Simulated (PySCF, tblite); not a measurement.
# C₂H₇ClSi₄+ (doublet): geometry, infrared bands and EPR parameters

What infrared bands and EPR parameters should C₂H₇ClSi₄+ (doublet) (`[CH+]=[C][Si@@H]1[SiH2][SiH2][Si@H]1Cl`) show?

Computed with tblite 0.8.0 and PySCF 2.14.0, with density-fitted response routines of our own, on a single molecule in the gas phase. Atoms count from 0, in the outputs and in this text.

## Step 1: The starting structure

14 atoms, charge 1, multiplicity 2; geometry from: force field or distance geometry start.

Bonds of the start (Å): C0–C1 1.31, C1–Si2 1.84, Si2–Si3 2.24, Si3–Si4 2.25, Si4–Si5 2.25, Si5–Cl6 2.07, Si5–Si2 2.26, C0–H7 1.06, Si2–H8 1.46, Si3–H9 1.46, Si3–H10 1.46, Si4–H11 1.47, Si4–H12 1.47, Si5–H13 1.46.

## Step 2: Relaxing the molecule with GFN2-xTB

The job: settings as JSON, then the geometry in Å.

```
{"job": {"kind": "relax", "xc": "GFN2-xTB", "basis": "xTB"}, "charge": 1, "multiplicity": 2}
C      3.116700     0.403700    -1.660500
C      1.886300    -0.042000    -1.623500
Si     0.909900    -0.154300    -0.069400
Si    -0.791400    -1.609300    -0.155600
Si    -1.878900    -0.192800     1.214900
Si    -0.724600     1.390000     0.107500
Cl    -0.235900     3.081500     1.194300
H      4.089000     0.799000    -1.552200
H      1.675500    -0.258800     1.171200
H     -0.514100    -2.923800     0.422100
H     -1.372900    -1.577100    -1.491700
H     -3.328500    -0.135200     0.996900
H     -1.479300    -0.384000     2.615300
H     -1.352600     1.602800    -1.191500
```

Run with:

```bash
OMP_NUM_THREADS=1 python probes_run.py task.json out
```

The driver reads the jobs from task.json and runs them one after another.

**Question.** This job is followed by: GFN2-xTB harmonic vibrations, gas phase; UKS B3LYP, pcH-1 on C Cl H Si, non-relativistic, mean-field spin-orbit, GIAO. What will the session give for the following? strongest single infrared mode (GFN2-xTB); zero-point energy (GFN2-xTB); g(iso) (B3LYP); ⟨S²⟩; largest a(iso).

**Answer**, as computed:

| quantity | value |
| --- | --- |
| strongest single infrared mode (GFN2-xTB) | 2246 cm⁻¹, 459 km/mol |
| zero-point energy (GFN2-xTB) | 42.0 kcal/mol |
| g(iso) (B3LYP) | 2.01332 |
| ⟨S²⟩ | 0.756 (exact 0.75) |
| largest a(iso) | 29Si on Si5, 18.7 MHz |

In words: Relaxing lowered the energy by 2.230 eV in 153 steps; the close pair that moved most is Si2–Si5, from 2.256 to 2.505 Å. All 36 modes are real, so the xTB geometry is a minimum. The strongest single mode, at 2246 cm⁻¹, is carried by H12, H9, H11. Unscaled tight-binding wavenumbers are off by several per cent, some by more. Its intensities can rank the bands wrongly. The largest spin populations lie on Si2 (0.24 e), Si5 (0.22 e), C0 (0.21 e). The isotropic g lies 11.0 ppt above the free-electron value. The conformer search found further structures of the same energy, which may be mirror or relabelled copies of this one.
